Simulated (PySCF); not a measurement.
# C2H4FGaO (SMILES F[CH]1O[CH2][GaH]1): levels of theory compared

Wanted: a comparison of 4 runs (HF/6-31G, wB97X/pcseg-1, PBE0/def2-SVP, BP86/6-311G**) of C2H4FGaO. 

Program for the calculation: PySCF 2.14.0.

## Step 1: Starting point

C2H4FGaO has 9 atoms, charge 0, and is taken as a singlet. As SMILES, `F[CH]1O[CH2][GaH]1`. Geometry: a GFN2-xTB relaxation, a rough one for these elements and not checked as a minimum.

Bond lengths: F1–C2 1.388 Å, C2–O3 1.360 Å, O3–C4 1.388 Å, C2–Ga5 2.106 Å, C4–Ga5 2.109 Å, C2–H6 1.090 Å, C4–H7 1.094 Å, C4–H8 1.088 Å, Ga5–H9 1.670 Å. Some angles: F1–C2–O3 111.3°, F1–C2–Ga5 106.4°, O3–C2–Ga5 76.2°, C2–O3–C4 112.6°, O3–C4–Ga5 75.6°, C2–Ga5–C4 65.7°, F1–C2–H6 108.0°, O3–C2–H6 110.9°, Ga5–C2–H6 138.7°, O3–C4–H7 113.6°.

## Step 2: Energy and forces at HF/6-31G (run 1)

File input.py:

```python
from pyscf import gto, scf

mol = gto.Mole()
mol.atom = '''
F    1.755130  -0.544550   0.664370
C    0.951920   0.561820   0.422790
O    0.185300   0.381920  -0.686520
C   -0.521200  -0.812740  -0.658170
Ga  -0.951380   0.095910   1.195650
H    1.600000   1.430430   0.310480
H    0.119150  -1.698980  -0.640130
H   -1.212230  -0.831010  -1.498460
H   -1.926690   1.417190   0.889990
'''
mol.max_memory = 1860
mol.verbose = 4
mol.charge = 0
mol.basis = '6-31g'
mol.build()

mf = scf.RHF(mol)
mf.conv_tol = 1e-10
mf.kernel()
if not mf.converged:
    mf = mf.newton().run(mf.mo_coeff, mf.mo_occ)

e_tot = mf.e_tot
print(f'total energy: {e_tot:.8f} hartree')
grad = mf.nuc_grad_method().kernel()
mf.analyze()
```

Launch:

```sh
$ OMP_NUM_THREADS=1 python input.py
```

The log of the run:

```text
PySCF version 2.14.0

[... 91 lines left out ...]
MO #1   energy= -378.808424966068  occ= 2
[... 9 lines left out ...]
MO #11  energy= -4.49966922048768  occ= 2
[... 9 lines left out ...]
MO #21  energy= -0.981568541359232 occ= 2
[... 9 lines left out ...]
MO #31  energy= -0.378365205894424 occ= 2
[... 9 lines left out ...]
MO #41  energy= 0.317335781156408  occ= 0
[... 9 lines left out ...]
MO #51  energy= 0.901450385546535  occ= 0
[... 9 lines left out ...]
MO #61  energy= 1.5686437224389    occ= 0
[... 9 lines left out ...]
MO #71  energy= 3.15550313357408   occ= 0
[... 83 lines left out ...]
Dipole moment(X, Y, Z, Debye): -1.73273, -0.74338,  1.86530
```

Run time: 13 s. Hardware: 1 thread of Intel Xeon at 2.70GHz, shared host; peak memory 0.15 GiB.

## Step 3: Energy and gradient at wB97X/pcseg-1 (run 2)

File geometry.xyz:

```xyz
9

F      1.755130    -0.544550     0.664370
C      0.951920     0.561820     0.422790
O      0.185300     0.381920    -0.686520
C     -0.521200    -0.812740    -0.658170
Ga    -0.951380     0.095910     1.195650
H      1.600000     1.430430     0.310480
H      0.119150    -1.698980    -0.640130
H     -1.212230    -0.831010    -1.498460
H     -1.926690     1.417190     0.889990
```

File job.py:

```python
from pyscf import gto, dft

mol = gto.M(
    atom='geometry.xyz',
    basis='pcseg-1',
    verbose=4,
    max_memory=1860,
)

myscf = dft.RKS(mol, xc='wb97x')
myscf.grids.level = 5
myscf.conv_tol = 1e-10
myscf.kernel()
if not myscf.converged:
    myscf = myscf.newton().run(myscf.mo_coeff, myscf.mo_occ)

etot = myscf.e_tot
print('Final energy', etot)
grad = myscf.nuc_grad_method().kernel()
dip = myscf.dip_moment()
pop, q = myscf.mulliken_pop()
```

Launch:

```sh
$ OMP_NUM_THREADS=1 python job.py
```

The log of the run:

```text
PySCF version 2.14.0

[... 82 lines left out ...]
converged SCF energy = -2178.14704556483
Final energy -2178.1470455648287
[... 12 lines left out ...]
Dipole moment(X, Y, Z, Debye): -0.73209, -0.60968,  0.72082
[... 113 lines left out ...]
charge of    8H =     -0.08634
```

Run time: 2 min. Hardware: 1 thread of Intel Xeon at 2.70GHz, shared host; peak memory 1 GiB.

Run 3 isn't shown in full; the table further down has it.

## Step 4: Energy and forces at BP86/6-311G(d,p) (run 4)

File run.py:

```python
# F[CH]1O[CH2][GaH]1
import pyscf.grad
from pyscf import gto, dft

molecule = gto.M(
    atom='''
F      3.316715    -1.029050     1.255477
C      1.798868     1.061686     0.798957
O      0.350166     0.721724    -1.297335
C     -0.984925    -1.535856    -1.243761
Ga    -1.797848     0.181244     2.259451
H      3.023562     2.703121     0.586722
H      0.225161    -3.210607    -1.209670
H     -2.290783    -1.570381    -2.831679
H     -3.640916     2.678101     1.681837
''',
    charge=0,
    unit='bohr',
    basis='6-311g**',
    verbose=4,
    max_memory=1860,
)

calc0 = dft.RKS(molecule, xc='bp86')
calc0.grids.level = 5
calc0.conv_tol = 1e-10
calc0.kernel()
if not calc0.converged:
    calc0 = calc0.newton().run(calc0.mo_coeff, calc0.mo_occ)

etot = calc0.e_tot
print(f'total energy: {etot:.8f} hartree')
grad = calc0.Gradients().kernel()
dip = calc0.dip_moment()
pop, q = calc0.mulliken_pop()
```

Launch:

```sh
$ OMP_NUM_THREADS=1 python run.py
```

The log of the run:

```text
PySCF version 2.14.0

[... 88 lines left out ...]
converged SCF energy = -2178.74404734496
total energy: -2178.74404734 hartree
[... 12 lines left out ...]
Dipole moment(X, Y, Z, Debye): -0.09986, -0.59809,  0.02352
[... 150 lines left out ...]
charge of    8H =     -0.14026
```

Wall time 99 s (1 thread of Intel Xeon at 2.70GHz, shared host); peak memory 1.6 GiB.

## Step 5: All runs side by side

```
run          level  integration grid   energy (Eh)  dipole moment (D)  HOMO energy (eV)  LUMO energy (eV)  wall time
  1       HF/6-31G                 –  -2175.055040               2.65             -9.27             -0.07       13 s
  2  wB97X/pcseg-1                 5  -2178.147046               1.19             -8.93             -0.72      2 min
  3  PBE0/def2-SVP                 5  -2177.478085               0.85             -6.61             -2.43       71 s
  4  BP86/6-311G**                 5  -2178.744047               0.61             -5.65             -3.21       99 s
```

## Step 6: Outcome

```
                       quantity           value
            run 4: total energy  -2178.74405 Eh
           run 4: dipole moment          0.61 D
             run 4: HOMO energy        -5.65 eV
             run 4: LUMO energy        -3.21 eV
           run 4: HOMO–LUMO gap         2.44 eV
run 4: largest force on an atom      2.240 eV/Å
```

In words: The dipole moment (its size) runs from 0.61 D (BP86/6-311G**) to 2.65 D (HF/6-31G). The two ends differ in method and basis. The HOMO–LUMO gap runs from 2.44 eV (BP86/6-311G**) to 9.20 eV (HF/6-31G). Totals of different functionals can't be ranked against each other. All runs together took 5.1 min, the longest 2 min.
